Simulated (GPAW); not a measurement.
In3SbTe4:

```
CELL_PARAMETERS angstrom
-4.17012 4.17012 3.60657
4.17012 -4.17012 3.60657
4.17012 4.17012 -3.60657
ATOMIC_POSITIONS crystal
Te 0.44095 0.55905 0.50000
Te 0.05905 0.94095 0.50000
Te 0.55905 0.05905 0.11810
Te 0.94095 0.44095 0.88190
Sb 0.00000 0.00000 0.00000
In 0.00000 0.50000 0.50000
In 0.50000 0.00000 0.50000
In 0.50000 0.50000 0.00000
```

The cell comes from a database or a generator and needn't be the stable form of this composition.

Base run:

| Item | Value |
| --- | --- |
| Program | GPAW 26.7.0 |
| Functional | LDA |
| Potentials or basis | the program's PAW data sets (release 1.2.1) made for this functional |
| Cutoff | 450 eV |
| Basis | pw |
| k mesh | 4 × 4 × 4 |
| Occupations | fermi-dirac, width 0.05 eV |
| Spin | no spin polarisation |

Its results: pressure -4.7 GPa; largest force 0.131 eV/Å.

Task: The run is repeated on the same cell with these changes: cutoff from 450 eV to 600 eV; k mesh from 4 × 4 × 4 to 3 × 3 × 3. What comes out?

Result: Pressure -3.7 GPa; largest force 0.200 eV/Å.

Caveats: some runs use coarse meshes; the cutoff is short for stress and forces, so pressures can be off by a GPa or more (some runs).

Not every run made on this cell is shown here.
